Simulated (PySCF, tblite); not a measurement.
# C5H14GeSe: geometry, infrared bands and NMR shifts

Wanted: the infrared bands and NMR shifts of C5H14GeSe (`CCC[Se][GeH2][CH2]C`), by calculation.

Computed with tblite 0.8.0 and PySCF 2.14.0, with density-fitted response routines of our own, on a single molecule in the gas phase. Atoms are numbered from 0 throughout.

### Step 1. The starting structure

21 atoms, charge 0, multiplicity 1; geometry from: force field or distance geometry start.

Bonds of the start (Å): C0–C1 1.50, C1–C2 1.53, C2–Se3 1.93, Se3–Ge4 2.35, Ge4–C5 1.94, C5–C6 1.51, C0–H7 1.11, C0–H8 1.12, C0–H9 1.11, C1–H10 1.10, C1–H11 1.14, C2–H12 1.13, C2–H13 1.10, Ge4–H14 1.54, Ge4–H15 1.55, C5–H16 1.12, C5–H17 1.12, C6–H18 1.10, C6–H19 1.12, C6–H20 1.12.

### Step 2. Relaxing the molecule with GFN2-xTB

The job: settings as JSON, then the geometry in Å.

```
{"job": {"kind": "relax", "xc": "GFN2-xTB", "basis": "xTB"}, "charge": 0, "multiplicity": 1}
C     -3.682600    -0.044000    -0.827700
C     -2.567000    -0.384500     0.110900
C     -1.828600     0.903000     0.488400
Se    -0.362400     0.578900     1.695800
Ge     1.349500    -0.695300     0.709800
C      2.686400     0.511900    -0.006300
C      4.031500    -0.150700    -0.195900
H     -3.960000    -0.965000    -1.384900
H     -3.267300     0.700900    -1.554000
H     -4.586100     0.353000    -0.322700
H     -1.881000    -1.143800    -0.280100
H     -3.036600    -0.721900     1.095000
H     -2.609700     1.540700     0.990000
H     -1.474300     1.355600    -0.448600
H      2.016200    -1.610900     1.752800
H      0.810600    -1.574600    -0.446900
H      2.836600     1.315500     0.762600
H      2.340700     0.987700    -0.962600
H      4.282300    -0.262000    -1.256100
H      4.071600    -1.163500     0.276300
H      4.821200     0.485900     0.268000
```

Run with:

```sh
$ OMP_NUM_THREADS=1 python probes_run.py task.json out
```

This one command runs all jobs of the session in turn.

**Question.** This job is followed by: GFN2-xTB harmonic vibrations, gas phase; GIAO PBE0/pcSseg-1 NMR shielding, non-relativistic, gas phase. What will the session give for the following? strongest single infrared mode (GFN2-xTB); zero-point energy (GFN2-xTB); ¹³C shifts against TMS (PBE0/pcSseg-1); ¹H shifts against TMS (PBE0/pcSseg-1, means over atoms taken as alike); ⁷⁷Se shifts against Me2Se (PBE0/pcSseg-1); ⁷³Ge shifts against GeMe4 (PBE0/pcSseg-1).

**Answer**, as computed:

| quantity | value |
| --- | --- |
| strongest single infrared mode (GFN2-xTB) | 1876 cm⁻¹, 528 km/mol |
| zero-point energy (GFN2-xTB) | 107.6 kcal/mol |
| ¹³C shifts against TMS (PBE0/pcSseg-1) | 37.8, 33.6, 17.8, 12.6, 12.4 ppm |
| ¹H shifts against TMS (PBE0/pcSseg-1, means over atoms taken as alike) | 4.74, 2.37, 1.64, 1.29, 1.26, 1.02 ppm |
| ⁷⁷Se shifts against Me2Se (PBE0/pcSseg-1) | -190 ppm |
| ⁷³Ge shifts against GeMe4 (PBE0/pcSseg-1) | -67 ppm |

The optimisation took 250 steps and gained 0.682 eV; among the close pairs (by a distance rule), C2–Se3 changed most, from 1.927 to 1.979 Å. No mode is imaginary among the 57: a minimum at this level. The strongest single mode, at 1876 cm⁻¹, moves mainly H15 and H14. GFN2-xTB is a fitted tight-binding method: band positions and strengths are rough. Its intensities can rank the bands wrongly. At PBE0/pcSseg-1: The largest span, 975 ppm, is at Se3, where the paramagnetic term is -1054 ppm. Spin-orbit coupling is left out, which matters for shieldings and couplings at and beside the heavy atoms.
